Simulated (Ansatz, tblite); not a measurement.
**The cluster Si5Se5: rung by rung**

An exercise on one series of results from a longer session: the logs are not shown, and one member is left open.

The runs use Ansatz 0.2.0, Gaussian basis; as each input shows.

The runs, in order: GFN1-xTB, GFN2-xTB, PBE-D4/def2-TZVP, r2SCAN-D4/def2-TZVP, LDA/def2-TZVP, PBE-D4/def2-SVP, PBE0-D4/def2-SVP, HF/STO-3G, MP2/def2-SVP.

2 further runs of the same task are left out: 2 set aside as unsound or not needed.

## The geometry

The geometry is that of the singlet, from an earlier relaxation (PBE-D4/def2-SVP). At that level it is the lowest of the isomers that a small search found.

10 atoms, charge 0, spin multiplicity 1.

Bond lengths: Si1–Se6 2.520 Å, Si1–Se7 2.597 Å, Si1–Se8 2.336 Å, Si2–Se7 2.597 Å, Si2–Se8 2.336 Å, Si2–Se10 2.520 Å, Si3–Se6 2.456 Å, Si3–Se9 2.562 Å, Si3–Se10 2.456 Å, Si4–Se6 2.470 Å, Si4–Se7 2.575 Å, Si4–Se9 2.482 Å, Si5–Se7 2.575 Å, Si5–Se9 2.482 Å, Si5–Se10 2.470 Å. Angles: Se6–Si1–Se7 92.7°, Se6–Si1–Se8 107.2°, Se7–Si1–Se8 97.9°, Se7–Si2–Se8 97.9°, Se7–Si2–Se10 92.7°, Se8–Si2–Se10 107.2°, Se6–Si3–Se9 92.8°, Se6–Si3–Se10 101.0°, Se9–Si3–Se10 92.8°, Se6–Si4–Se7 94.4°, Se6–Si4–Se9 94.4°, Se7–Si4–Se9 93.4°, Se7–Si5–Se9 93.4°, Se7–Si5–Se10 94.4°, Se9–Si5–Se10 94.4°, Si1–Se6–Si3 121.6°, Si1–Se6–Si4 76.5°, Si3–Se6–Si4 87.3° and more.

PBE0-D4/def2-TZVP was run before; its log isn't repeated, and its numbers join the tables.

The first run:

Tight binding, by tblite at 300 K electronic temperature and without a spin-polarisation term:

```python
tblite.interface.Calculator('GFN1-xTB', numbers, positions, charge=0, uhf=0).singlepoint()
```

Tight binding, by tblite at 300 K electronic temperature and without a spin-polarisation term:

```python
tblite.interface.Calculator('GFN2-xTB', numbers, positions, charge=0, uhf=0).singlepoint()
```

start.molden holds the orbitals of an earlier run on this state, given as this run's starting guess.

in.yaml

```yaml
crystal:
  periodic: [false, false, false]
  atoms:
    - {symbol: Si, position_ang: [-1.181544, -1.568039, 1.414737]}
    - {symbol: Si, position_ang: [-2.210531, 0.955825, -0.238239]}
    - {symbol: Si, position_ang: [1.512059, -0.596602, -1.851946]}
    - {symbol: Si, position_ang: [1.709085, -0.480869, 1.541734]}
    - {symbol: Si, position_ang: [0.590962, 2.261658, -0.254561]}
    - {symbol: Se, position_ang: [0.785142, -2.115220, -0.063213]}
    - {symbol: Se, position_ang: [-0.453036, 0.911321, 1.673406]}
    - {symbol: Se, position_ang: [-3.021049, -1.219710, 0.018106]}
    - {symbol: Se, position_ang: [2.707388, 0.965579, -0.211102]}
    - {symbol: Se, position_ang: [-0.438476, 0.886037, -2.028923]}
basis:
  gaussian: {orbitals: def2-TZVP, initial_orbitals: start.molden}
hamiltonian: {xc: pbe, dispersion: d4}
scf: {omitted_lower_state_checks: [starts]}
output: {forces: true, orbitals: {seedname: orbitals}}
```

Run with:

```bash
ansatz run in.yaml --threads 6 --pin off --events-out ev --progress --plain --max-ram 7833MiB
```

Steps of the session up to this table: PBE-D4/def2-TZVP; r2SCAN-D4/def2-TZVP; LDA/def2-TZVP; PBE-D4/def2-SVP; PBE0-D4/def2-SVP; HF/STO-3G; MP2/def2-SVP.

One table of the session follows, with a row left open; its other results are not shown here.

It belongs to the step «Binding energy». 

| level | binding an atom (eV) |
| --- | --- |
| HF/STO-3G | 2.952 |
| HF/def2-SVP | 1.743 |
| LDA/def2-TZVP | 4.080 |
| PBE-D4/def2-SVP | 3.559 |
| PBE-D4/def2-TZVP | 3.580 |
| r2SCAN-D4/def2-TZVP | ? |
| PBE0-D4/def2-SVP | 3.384 |
| PBE0-D4/def2-TZVP | 3.426 |
| MP2/def2-SVP | 3.009 |

Estimate the missing values for r2SCAN-D4/def2-TZVP.

**Answer.** binding an atom (eV): 3.391. In the column «binding an atom (eV)» it lies between PBE0-D4/def2-SVP (3.384) and PBE0-D4/def2-TZVP (3.426).

Limits of these values: Free atoms were run apart at each level; binding is atoms less cluster, divided by the number of atoms, without zero-point or spin-orbit terms.
